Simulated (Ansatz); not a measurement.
# Zr2Br3Cl: the cost of one run

Program: Ansatz 0.2.0. Level of theory: DFT PBE, scalar-relativistic, plane waves, PAW. These are calculated values, not measurements.

1 further run of the same task is left out (it didn't finish).

## 1. The system as given

The structure is tetragonal, space group P-4m2 (No. 115). Conventional cell: a = 4.131 Å, b = 4.131 Å, c = 9.015 Å, α = 90.00°, β = 90.00°, γ = 90.00°. Zr (site symmetry 2mm) is surrounded by 7 Br at 3.12 to 3.22 Å and 2 Cl at 3.13 Å. Br (site symmetry 2mm) is surrounded by 5 Zr at 3.12 to 3.22 Å. Br (site symmetry -4m2) has 4 Cl at 2.92 Å and 4 Zr at 3.13 Å as nearest neighbours. Around Cl (site symmetry -4m2) lie 4 Br at 2.92 Å and 4 Zr at 3.13 Å.

Coordinates:

```xyz
6
Lattice="4.1309 0.0000 0.0000 0.0000 4.1309 0.0000 0.0000 0.0000 9.0153" Properties=species:S:1:pos:R:3 pbc="T T T"
Zr    2.0654    0.0000    6.6639
Zr    0.0000    2.0654    2.3514
Br    2.0654    0.0000    3.4464
Br    0.0000    2.0654    5.5689
Br    0.0000    0.0000    0.0000
Cl    2.0654    2.0654    0.0000
```

The cell is invented: species swapped into a database cell of Hf2Sb3Pd (P-4m2, No. 115), with Zr on the Hf sites, Br on the Sb sites and Cl on the Pd sites. Lengths come from tabulated atomic sizes and are only a guess.

## 2. Probe: one point on a coarse mesh

input.yaml reads:

```yaml
crystal:
  lattice:
    - [4.13087482, 0.0, 0.0]
    - [0.0, 4.13087482, 0.0]
    - [0.0, 0.0, 9.01525054]
  atoms:
    - { symbol: Zr, position: [0.5, 0.0, 0.73918003] }
    - { symbol: Zr, position: [0.0, 0.5, 0.26081997] }
    - { symbol: Br, position: [0.5, 0.0, 0.38228101] }
    - { symbol: Br, position: [0.0, 0.5, 0.61771899] }
    - { symbol: Br, position: [0.0, 0.0, 0.0] }
    - { symbol: Cl, position: [0.5, 0.5, 0.0] }
basis:
  ecutwfc: 420
kpoints:
  mp_grid: { grid: [4, 4, 2] }
hamiltonian:
  xc: pbe
scf:
  occupations: { method: gaussian, width: 0.1 }
  lower_state_search: "off"
output:
  forces: true
  stress: true
  eigenvalues: true
```

Command:

```sh
$ ansatz run input.yaml --threads 1 --pin off --max-ram 2560MiB --backend cpu --events-out ev --progress --plain --runs-dir out
```

What time and memory should one allow on 1 thread of Intel Xeon 6975P-C (Granite Rapids), shared host?

About 2.5 s, with a peak of 0.4 GiB.
